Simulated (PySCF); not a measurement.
**[PbI2]2+: other functionals and bases at one geometry**

An exercise on one series of results from a longer session: the logs are not shown, and one member is left open.

Program: PySCF 2.14.0. Level of theory: several levels, as the steps say, no spin–orbit coupling. These are calculated values, not measurements.

3 further runs of the same task are left out: 2 for a known fault of the program, 1 that didn't finish. Runs told in other sessions of the task aren't counted.

### Starting geometry

3 atoms, charge 2, spin multiplicity 1.

Bond lengths: Pb1–I2 2.683 Å, Pb1–I3 2.683 Å. Angles: I2–Pb1–I3 180.0°.

Geometry (Å):

```xyz
3

Pb    0.00000    0.00000    0.00000
I     0.00000    0.00000    2.68314
I     0.00000    0.00000   -2.68314
```

Formal oxidation states: Pb +4. An earlier session relaxed this geometry at BP86, Pb def2-SVP with ECP60, I def2-SVP with ECP28 (singlet, point group D∞h).

At BP86 on the finer grid: E = -787.965803 Eh, HOMO -17.15 eV, LUMO -16.42 eV, Mulliken charge on Pb1 +0.93 e, largest force component 0.012 eV/Å. The gap is small, and the closed shell wasn't tested for a lower spin-broken solution.

Levels to run: PBE; wB97X; B3LYP; TPSS; BP86, TZVP; BP86, x2c-SVP. Hardware: 2 threads of Arm Neoverse V2, shared host.

Set-up of the first run:

File run.py (the lines that set the calculation):

```python
mol = gto.M(atom='''
Pb     0.00000     0.00000     0.00000
I      0.00000     0.00000     2.68314
I      0.00000     0.00000    -2.68314''',
    basis={'Pb': 'def2-SVP', 'I': 'def2-SVP'},
    ecp={'Pb': 'def2-SVP', 'I': 'def2-SVP'},
    charge=2, spin=0)
mf = dft.RKS(mol, xc='PBE')
mf.grids.atom_grid = (75, 302)
mf = mf.density_fit()  # fitting sets: Pb def2-universal-JKFIT, I def2-universal-JKFIT
mf.conv_tol = 1e-08; mf.max_cycle = 55
mf.kernel(dm0)  # dm0: the density of the relaxed state
```

The run is started by

```
OMP_NUM_THREADS=2 python run.py
```

Steps of the session up to this table: PBE; wB97X; B3LYP; TPSS; BP86, TZVP; BP86, x2c-SVP.

One table of the session follows, with a row left open; its other results are not shown here.

| level | HOMO (eV) | gap (eV) | charge on Pb1 (e) | largest force component (eV/Å) |
| --- | --- | --- | --- | --- |
| BP86 (relaxed here) | -17.15 | 0.73 | 0.93 | 0.01 |
| PBE | -17.02 | 0.75 | 0.94 | 0.03 |
| wB97X | -20.22 | 6.45 | 1.01 | 0.52 |
| B3LYP | -17.85 | 2.06 | 0.97 | 0.02 |
| TPSS | -17.10 | 0.87 | 0.99 | 0.10 |
| BP86, TZVP | -17.04 | 0.87 | 1.00 | 0.29 |
| BP86, x2c-SVP | ? | ? | ? | ? |

**Question.** Estimate the row for BP86, x2c-SVP.

As computed: HOMO (eV): -17.16; gap (eV): 0.72; charge on Pb1 (e): 1.03; largest force component (eV/Å): 0.15. In the column «HOMO (eV)» it lies between B3LYP (-17.85) and BP86 (relaxed here) (-17.15).

In one basis the HOMO–LUMO gap runs from 0.73 eV (BP86) to 6.45 eV (wB97X). The largest leftover force, 0.52 eV/Å with wB97X, stands at a geometry relaxed at another level. Total energies of different levels can't be compared.
